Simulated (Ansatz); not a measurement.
# CoCl2O2 (C2/m) in Ansatz: relaxation of cell and atoms with LDA

Aim: the relaxation of cell and atoms of CoCl2O2 with LDA.

All numbers are computed with Ansatz 0.2.0; they aren't measurements. Logs are shortened: lines on timing, memory, paths and dates and some standing lists are left out, and cuts for length are marked.

### 1 Starting point

The structure is monoclinic, space group C2/m (No. 12). Conventional cell: a = 7.162 Å, b = 7.854 Å, c = 3.483 Å, α = 90.00°, β = 96.93°, γ = 90.00°. Co (site symmetry 2/m) is surrounded by 2 O at 1.63 Å. Around Cl (site symmetry m) lie 2 Co at 2.38 to 2.45 Å. O (site symmetry 2) is surrounded by 1 Co at 1.63 Å.

The cell comes from a database or a generator and needn't be the stable form of this composition.

### 2 Relaxation of cell and atoms, LDA, collinear spin, ferromagnetic start

input.yaml

```yaml
crystal:
  lattice:
    - [3.580871, -3.926953, 0.0]
    - [3.580871, 3.926953, 0.0]
    - [-0.420397, 0.0, 3.457614]
  atoms:
    - { symbol: Co, position: [0.0, 0.0, 0.0], spin: 2.0 }
    - { symbol: Cl, position: [0.765523, 0.765523, 0.427941] }
    - { symbol: Cl, position: [0.234477, 0.234477, 0.572059] }
    - { symbol: O, position: [0.791837, 0.208163, 0.0] }
    - { symbol: O, position: [0.208163, 0.791837, 0.0] }
hamiltonian:
  xc: lda
  pseudopotentials: { kind: paw }
magnetization:
  spin_polarized: true
kpoints:
  mp_grid: { grid: [5, 5, 8] }
scf:
  occupations: { method: fermi_dirac, width: 0.05 }
output:
  forces: true
  stress: true
  eigenvalues: true
relax:
  f_tol: 0.01
  max_steps: 40
  cell: { stress_tol: 0.05 }
```

Potentials or basis: Ansatz PAW.

Started as:

```console
$ ansatz run input.yaml --threads 2 --pin off --max-ram 5632MiB --backend cpu --events-out ev --progress --plain --runs-dir out
```

The log of the run:

```text
Warning: RAYON_NUM_THREADS=2 ignored (pool sized by the plan → 2); use --threads N
Engine: ansatz 0.2.0, aarch64-unknown-linux-gnu
Pseudopotentials: kind: paw
Pseudopotential: Co, paw, valence charge 17, recommended cutoff 420 eV (normal), Co.paw.azcp
Pseudopotential: Cl, paw, valence charge 7, recommended cutoff 420 eV (normal), Cl.paw.azcp
Pseudopotential: O, paw, valence charge 6, recommended cutoff 420 eV (normal), O.paw.azcp
Functional definition: SPW92
  exchange = slater_x
  correlation = pw_c
Crystal: 5 atoms, lattice volume = 97.241 Å³
Basis set: ecut = 420 eV, 1883 PW (Γ)
Bands: 28, of which v1, the nominal top of the filled ones, is band 22 counted from 1 (21 counted from 0)
Symmetry: 4 space group operations
Space group: C2/m (ITA 12), of the structure as read, at distance tolerance 4.6e-5 Å
Magnetic group: BNS 12.58 (UNI 65), of the structure as read, at distance tolerance 4.6e-5 Å
k-points: 63 of 200
Non-local potential: Co, projectors of the file, l = 0: 3, l = 1: 2, l = 2: 3, l = 3: 1
Non-local potential: Cl, projectors of the file, l = 0: 2, l = 1: 2, l = 2: 2
Non-local potential: O, projectors of the file, l = 0: 2, l = 1: 2, l = 2: 1
PAW form: soft (Blöchl's): semilocal exchange-correlation on the pseudo side does not see the compensation charge
PAW frozen core: Co, regenerated for the run's functional, and the local potential with it (the file was generated under x = pbe(κ = 0.804, μ = 0.2195149727645171), c = pbe(β = 0.06672455060314922))
PAW frozen core: Cl, regenerated for the run's functional, and the local potential with it (the file was generated under x = pbe(κ = 0.804, μ = 0.2195149727645171), c = pbe(β = 0.06672455060314922))
PAW frozen core: O, regenerated for the run's functional, and the local potential with it (the file was generated under x = pbe(κ = 0.804, μ = 0.2195149727645171), c = pbe(β = 0.06672455060314922))
PAW one-centre angular grid: Co, 590 points (default); XC on 64 Gauss nodes
PAW one-centre angular grid: Cl, 110 points (default); XC on 64 Gauss nodes
PAW one-centre angular grid: O, 110 points (default); XC on 64 Gauss nodes
Initial density: superposition of atomic densities (chi_scale 0.1, normalization cell, long waves kept (reshape's long-wave potential 0.25 eV rms))
Starting moments: Σ|m| = 2 μB on 1 of 5 sites
Initial wavefunctions: pseudopotential atomic-orbital guess
Functional: x = slater, c = lda
SCF iter   1: F=—  HF=-8254.757680 eV  |F-HF|=—  |Δ(HF+E_count)|=         —  Δρ=8.41e-2 (↑4.61e-2 ↓8.41e-2)  dr2=1.78e1  dr2_m=5.51e-1  M=1.024 μB ∫|m|=1.741 μB  β_m=0.30  ethr=3.10e-3  ⟨swp⟩=6.3  Hψ=17071  notcnv=0
Mixer restart at iter 1: flushing history
preconditioner: auto → Kerker (q_TF=auto, 2.381 Å⁻¹)  [metal: Δε(μ)=0.026 eV  Ē_g=10.454 eV  σ=0.050 eV  W_gap=0.13  n_scr=20 (ndim 8)  ℏωp=22.3 eV  f_vac=0.122  D(μ)=3.07/eV (n_scr^D=24)]
spin=Collinear: Kerker preconditioning applied to the charge; magnetization (m = ρ↑ − ρ↓) channel mixes plain (no charge-response kernel on spin).
SCF iter   2: F=—  HF=-8256.205211 eV  |F-HF|=—  |Δ(HF+E_count)|=    1.45e0  Δρ=3.28e-2 (↑2.69e-2 ↓3.28e-2)  dr2=3.11e0  dr2_m=3.08e-1  M=1.003 μB ∫|m|=1.630 μB  β_m=0.35  ethr=3.10e-3  ⟨swp⟩=3.1  Hψ=8765  notcnv=0
SCF iter   3: F=—  HF=-8255.951626 eV  |F-HF|=—  |Δ(HF+E_count)|=   2.54e-1  Δρ=2.58e-2 (↑2.05e-2 ↓2.58e-2)  dr2=1.95e0  dr2_m=2.46e-1  M=1.000 μB ∫|m|=1.590 μB  β_m=0.45  ethr=3.10e-3  ⟨swp⟩=2.7  Hψ=5379  notcnv=0
SCF iter   4: F=—  HF=-8255.864362 eV  |F-HF|=—  |Δ(HF+E_count)|=   8.73e-2  Δρ=2.67e-2 (↑2.67e-2 ↓7.68e-3)  dr2=9.15e-1  dr2_m=1.35e-1  M=1.000 μB ∫|m|=1.272 μB  β_m=0.47  ethr=3.10e-3  ⟨swp⟩=3.3  Hψ=6969  notcnv=0
SCF iter   5: F=—  HF=-8255.757780 eV  |F-HF|=—  |Δ(HF+E_count)|=   1.07e-1  Δρ=1.67e-2 (↑1.67e-2 ↓6.07e-3)  dr2=3.28e-1  dr2_m=4.54e-2  M=0.999 μB ∫|m|=1.190 μB  β_m=0.66  ethr=2.13e-3  ⟨swp⟩=2.2  Hψ=5244  notcnv=0
SCF iter   6: F=—  HF=-8255.831627 eV  |F-HF|=—  |Δ(HF+E_count)|=   7.38e-2  Δρ=5.42e-3 (↑2.95e-3 ↓5.42e-3)  dr2=2.88e-2  dr2_m=2.10e-3  M=0.999 μB ∫|m|=1.087 μB  β_m=0.79  ethr=7.63e-4  ⟨swp⟩=2.9  Hψ=7327  notcnv=0
SCF iter   7: F=—  HF=-8255.842302 eV  |F-HF|=—  |Δ(HF+E_count)|=         —  Δρ=5.41e-3 (↑1.20e-3 ↓5.41e-3)  dr2=2.20e-2  dr2_m=7.18e-3  M=0.997 μB ∫|m|=1.066 μB  β_m=0.79  ethr=6.69e-5  ⟨swp⟩=2.0  Hψ=7922  notcnv=0
Mixer restart at iter 7: flushing history
SCF iter   8: F=—  HF=-8255.846544 eV  |F-HF|=—  |Δ(HF+E_count)|=   4.24e-3  Δρ=4.49e-3 (↑4.49e-3 ↓1.98e-3)  dr2=2.30e-2  dr2_m=1.56e-3  M=0.998 μB ∫|m|=1.061 μB  β_m=0.68  ethr=5.12e-5  ⟨swp⟩=2.1  Hψ=7045  notcnv=0
SCF iter   9: F=—  HF=-8255.843992 eV  |F-HF|=—  |Δ(HF+E_count)|=   2.55e-3  Δρ=3.11e-3 (↑1.26e-3 ↓3.11e-3)  dr2=1.44e-2  dr2_m=1.00e-3  M=0.997 μB ∫|m|=1.061 μB  β_m=0.63  ethr=5.12e-5  ⟨swp⟩=2.0  Hψ=7268  notcnv=0
SCF iter  10: F=—  HF=-8255.843784 eV  |F-HF|=—  |Δ(HF+E_count)|=   2.08e-4  Δρ=1.84e-3 (↑1.84e-3 ↓1.33e-3)  dr2=7.25e-3  dr2_m=9.51e-4  M=0.997 μB ∫|m|=1.059 μB  β_m=0.46  ethr=3.34e-5  ⟨swp⟩=2.0  Hψ=4111  notcnv=0
SCF iter  11: F=—  HF=-8255.842938 eV  |F-HF|=—  |Δ(HF+E_count)|=   8.46e-4  Δρ=5.00e-4 (↑5.00e-4 ↓1.80e-4)  dr2=7.17e-4  dr2_m=3.71e-5  M=0.997 μB ∫|m|=1.057 μB  β_m=0.73  ethr=1.69e-5  ⟨swp⟩=1.9  Hψ=3983  notcnv=0
[... 330 lines left out ...]
iter 1 solved again at ethr=1.31e-7 eV; its pass at ethr=3.10e-3 eV (dr2=5.63e-5 eV) is discarded
SCF iter   1: F=—  HF=-8256.407280 eV  |F-HF|=—  |Δ(HF+E_count)|=         —  Δρ=1.88e-5 (↑1.46e-5 ↓1.88e-5)  dr2=2.90e-7  dr2_m=3.26e-8  M=0.771 μB ∫|m|=0.824 μB  β_m=0.65  ethr=1.31e-7  ⟨swp⟩=3.2  Hψ=25564  notcnv=0
spin=Collinear: Kerker preconditioning applied to the charge; magnetization (m = ρ↑ − ρ↓) channel mixes plain (no charge-response kernel on spin).
SCF iter   2: F=—  HF=-8256.407278 eV  |F-HF|=—  |Δ(HF+E_count)|=   1.40e-6  Δρ=7.23e-6 (↑7.23e-6 ↓5.08e-6)  dr2=4.99e-8  dr2_m=2.82e-9  M=0.771 μB ∫|m|=0.824 μB  β_m=0.47  ethr=6.74e-10  ⟨swp⟩=2.0  Hψ=5876  notcnv=0
SCF iter   3: F=—  HF=-8256.407278 eV  |F-HF|=—  |Δ(HF+E_count)|=   5.46e-8  Δρ=3.37e-6 (↑3.37e-6 ↓2.35e-6)  dr2=1.20e-8  dr2_m=5.45e-10  M=0.771 μB ∫|m|=0.824 μB  β_m=0.64  ethr=1.16e-10  ⟨swp⟩=2.0  Hψ=5506  notcnv=0
SCF iter   4: F=—  HF=-8256.407278 eV  |F-HF|=—  |Δ(HF+E_count)|=   2.93e-8  Δρ=2.92e-6 (↑1.75e-6 ↓2.92e-6)  dr2=9.61e-9  dr2_m=2.49e-10  M=0.771 μB ∫|m|=0.824 μB  β_m=0.57  ethr=2.79e-11  ⟨swp⟩=2.0  Hψ=5749  notcnv=0
SCF iter   5: F=—  HF=-8256.407278 eV  |F-HF|=—  |Δ(HF+E_count)|=   4.33e-9  Δρ=1.92e-6 (↑8.41e-7 ↓1.92e-6)  dr2=3.58e-9  dr2_m=4.29e-10  M=0.771 μB ∫|m|=0.824 μB  β_m=0.78  ethr=2.24e-11  ⟨swp⟩=2.3  Hψ=5090  notcnv=0
SCF iter   6: F=—  HF=-8256.407278 eV  |F-HF|=—  |Δ(HF+E_count)|=   9.79e-9  Δρ=1.84e-6 (↑1.00e-6 ↓1.84e-6)  dr2=1.93e-9  dr2_m=9.47e-10  M=0.771 μB ∫|m|=0.824 μB  β_m=0.89  ethr=8.33e-12  ⟨swp⟩=2.0  Hψ=6271  notcnv=0
SCF iter   7: F=—  HF=-8256.407278 eV  |F-HF|=—  |Δ(HF+E_count)|=   2.11e-9  Δρ=9.76e-7 (↑9.76e-7 ↓2.07e-7)  dr2=4.79e-10  dr2_m=1.07e-10  M=0.771 μB ∫|m|=0.824 μB  β_m=0.95  ethr=4.50e-12  ⟨swp⟩=2.0  Hψ=6398  notcnv=0
SCF iter   8: F=—  HF=-8256.407278 eV  |F-HF|=—  |Δ(HF+E_count)|=  1.36e-10  Δρ=8.49e-8 (↑8.49e-8 ↓6.87e-8)  dr2=9.43e-12  dr2_m=1.06e-12  M=0.771 μB ∫|m|=0.824 μB  β_m=0.97  ethr=1.12e-12  ⟨swp⟩=2.2  Hψ=5342  notcnv=0
SCF iter   9: F=-8256.407278 eV  HF=-8256.407278 eV  |F-HF|=5.46e-12  |Δ(HF+E_count)|=  1.09e-11  Δρ=3.41e-8 (↑2.68e-8 ↓3.41e-8)  dr2=1.74e-12  dr2_m=1.02e-14  M=0.771 μB ∫|m|=0.824 μB  ethr=1.00e-12  ⟨swp⟩=3.0  Hψ=11408  notcnv=0
SCF 20 converged in 9 iterations: F = -8256.407278 eV  dr2 = 1.74e-12
relax step  20: F+E_penalty+E_count = -8256.40727837 eV  Δ(F+E_penalty+E_count) = +3.520e-4 eV  max|allowed force component| = 6.528e-4 eV/Å  Δτ_max = 0.0000 Å  P = -0.009 GPa  Ω = 63.031 Å³  stress off target by 1.58e-2 GPa  SCF on the basis re-selected at this cell (its energy is not comparable with the rows above)  (9 SCF iters)
basis re-selected at this cell: Δ(F+E_penalty+E_count) = +3.520e-4 eV, ΔP = -0.004 GPa vs the last step (what re-selecting the basis moved, of the pressure what is left beyond the Pulay correction that the steps carried, after the strain that the cell walked since its last selection, with what the two solves' SCF thresholds leave and, on support functions, any second-order correction that the steps lacked; it is no measure of the basis error at this ecutwfc). This SCF's stress stands 1.58e-2 GPa from its target on what of the cell is left free (relax.cell.stress_tol is 5.00e-2 GPa) and its largest allowed force component is 6.53e-4 eV/Å (relax.f_tol is 1.00e-2 eV/Å): within both
SCF converged after 9 iterations
Magnetization: 0.7707 μB (21.8853 up, 21.1147 down)
Absolute magnetization: 0.8243 μB (∫|ρ↑−ρ↓|, with the PAW one-centre terms)
Spin contamination: 0.0202 ħ² per cell (⟨S²⟩ above its minimum at these occupations)
Per-site moments (μB) at R_I (Å): [(0.42262095162449415, 0.685056023282983), (-0.00442670034442291, 0.9399072023299584), (-0.00442670034442291, 0.9399072023299582), (0.11976825034916688, 0.6850560232829832), (0.11976825034916683, 0.685056023282983)]
Free energy (F): -8256.407278 eV
Harris-Foulkes:  -8256.407278 eV  (|F-HF|=5.46e-12)
Internal energy: -8256.371423 eV  (E = F + TS)
E sigma→0 (E₀):  -8256.389351 eV
Entropy (-TS):   -0.035855 eV (-7.171 meV/atom)
Fermi energy:    7.465951 eV
--- Per-component energies (eV) ---
  E_band       = -444.116222
  E_kinetic    = 1115.265975
  E_local      = -5333.310656  (includes V_loc(G=0)·N_el)
  E_nonlocal   = 612.165222
  E_hartree    = 2166.496543
  E_xc         = -511.420375
  E_vxc        = -629.908380  (∫ρ·V_xc dr)
  E_paw        = -2986.139282  (= ΣΔE_a)
  E_vpaw       = -541.326546  (= ΣTr[D̂ρ^β])
  E_aug_tail   = 0.004980  (compensation charges beyond the density's cutoff)
  E_ewald      = -3320.426908
  E_core_change = 0.993077  (= ΣΔE_core)
  E_smearing   = -0.035855  (= −TS)
  E_closure    = 0.000000  (closes the sum)
  Σ components = -8256.407278   (vs F -8256.407278, Δ=0.00e0)
--- Forces (eV/Å), atoms counted from 1 ---
  atom   1  Co     0.00000000     0.00000000    -0.00000000
  atom   2  Cl     0.00027647     0.00000000     0.00031862
  atom   3  Cl    -0.00027647    -0.00000000    -0.00031862
  atom   4  O     -0.00000000     0.00065284    -0.00000000
  atom   5  O      0.00000000    -0.00065284     0.00000000
  max |Σ_I F_I| component: 0.00e0 eV/Å
--- Stress (GPa, compression-positive) ---
       -0.003852       0.000000       0.004896
        0.000000      -0.015754       0.000000
        0.004896       0.000000      -0.006837
  P = ⅓ Tr σ = -0.0088 GPa (-0.088 kbar)
--- Band table (eV; the first three rows and the last of 126) ---
  k-point 0 ↑: bands = ["-88.5229", "-52.8927", "-51.8214", "-51.7904", "-11.1032", "-9.3310", "-7.6393", "-7.1549", "0.7543", "0.9991", "2.6845", "2.9941", "3.1731", "3.3484", "4.0407", "4.3931", "5.1784", "5.2515", "7.2096", "7.3370", "7.5125", "7.5606", "7.7438", "7.9921", "9.9006", "15.3207", "15.5582", "15.9073"]
  k-point 1 ↑: bands = ["-88.5229", "-52.8926", "-51.8224", "-51.7903", "-11.0157", "-9.3115", "-7.6895", "-7.1239", "0.8788", "1.1291", "2.3663", "2.9014", "3.0387", "3.3815", "4.2182", "4.5034", "5.1341", "5.3560", "6.8393", "6.8770", "7.1991", "7.6140", "7.7158", "7.9980", "9.6179", "15.6932", "16.0372", "16.0844"]
  k-point 2 ↑: bands = ["-88.5228", "-52.8925", "-51.8248", "-51.7900", "-10.7835", "-9.2637", "-7.8360", "-7.0477", "1.0793", "1.5001", "1.9494", "2.7438", "2.8214", "3.4618", "4.4581", "4.7581", "4.7766", "5.5184", "5.9209", "6.1846", "6.7437", "7.3450", "7.7855", "7.9890", "8.9463", "16.1985", "16.6060", "17.1054"]
  k-point 62 ↓: bands = ["-87.9587", "-52.3103", "-51.3302", "-51.2407", "-9.8538", "-9.2227", "-7.4862", "-7.4619", "1.0157", "1.0682", "1.3452", "1.4389", "2.5792", "3.7561", "4.0450", "5.4647", "5.4958", "5.9663", "6.5317", "6.9737", "7.1670", "8.0720", "8.1012", "8.3989", "10.2437", "16.0177", "16.5280", "16.5392"]
--- Relaxed structure (17 steps of the walk, 16 accepted, 3 SCFs on fresh bases) ---
  F+E_penalty+E_count = -8256.40727837 eV   max|allowed force component| = 6.528e-4 eV/Å   (the final SCF, on the basis selected at the relaxed cell)
  cell:  # Å, volume = 63.0313 Å³
    - [3.120747867667443, -3.0492544269813413, 0.1769822746803941]
    - [3.120747867667443, 3.0492544269813413, 0.1769822746803941]
    - [-0.19548781585178962, 0.0, 3.3007885160859742]
  atoms:
    - { symbol: Co, position: [6.482986116505206e-21, -3.469153817227446e-19, 4.0136891532179294e-19] }
    - { symbol: Cl, position: [0.7491336373030849, 0.7491336373030849, 0.4987162807697029] }
    - { symbol: Cl, position: [0.25086636269691476, 0.25086636269691476, 0.5012837192302969] }
    - { symbol: O, position: [0.727680665160255, 0.2723193348397449, -6.938893903907228e-18] }
    - { symbol: O, position: [0.2723193348397449, 0.727680665160255, -6.938893903907228e-18] }
```

Wall time 3.3 min (2 threads of Arm Neoverse V2, shared host); peak memory 0.54 GiB.

Results:

```yaml
Free_energy: -8256.4073 eV
Relaxed_volume: 12.61 Å³/atom
Relaxed_cell: a = 4.367 Å, b = 4.367 Å, c = 3.307 Å, α = 90.10°, β = 90.10°, γ = 88.58°
Space_group_after_relaxing_to_0.05_Å: Cmmm (No. 65)
Energy_gained_by_relaxing: 112.9 meV/atom
Ionic_steps: 19
Pressure_after_relaxing: 0.0 GPa
Band_gap_on_the_k_mesh: none (metal or under the smearing width)
Net_moment: 0.77 μB per cell
Absolute_moment: 0.82 μB per cell
Site_moments: Co +0.42; Cl -0.00; O +0.12 μB
```

The path:
```csv
step,energy change (eV),largest force (eV/Å),volume (Å³)
1,0.0000,1.4056,97.24
2,-0.3052,0.3798,85.22
3,-0.4205,0.8532,75.35
4,-0.4539,0.6043,73.95
5,-0.5233,0.1491,69.66
6,-0.5485,0.1806,66.68
7,-0.5581,0.0724,66.99
8,-0.5706,0.1204,65.70
9,-0.5809,0.2494,64.06
10,-0.5847,0.1337,63.48
11,-0.5845,0.0021,63.94
12,-0.5845,0.0029,63.96
13,-0.5627,0.0103,63.96
14,-0.5680,0.0191,62.94
15,-0.5672,0.0217,63.16
16,-0.5674,0.0009,63.12
17,-0.5643,0.0008,63.12
18,-0.5647,0.0006,63.03
19,-0.5643,0.0007,63.03
```

Final structure:
```
CELL_PARAMETERS angstrom
3.12075 -3.04925 0.17698
3.12075 3.04925 0.17698
-0.19549 0.00000 3.30079
ATOMIC_POSITIONS crystal
Co 0.00000 0.00000 0.00000
Cl 0.74913 0.74913 0.49872
Cl 0.25087 0.25087 0.50128
O 0.72768 0.27232 0.00000
O 0.27232 0.72768 0.00000
```

Caveat: the volume moved by over 15 % at a fixed basis, so the end points are rough; the plane-wave basis is chosen anew once the cell has moved, so the energies of steps on either side of that aren't comparable; the pressure holds a Pulay correction of +0.6 GPa for the finite cutoff; a cell with one magnetic atom can't hold antiferromagnetic order, which such compounds often take; semilocal functionals often make such compounds metallic where correlation or magnetic order opens a gap, which also shifts bond lengths; the PAW data sets come from PBE, with cores solved anew for the run's functional, which leaves a small shift of forces and pressure.
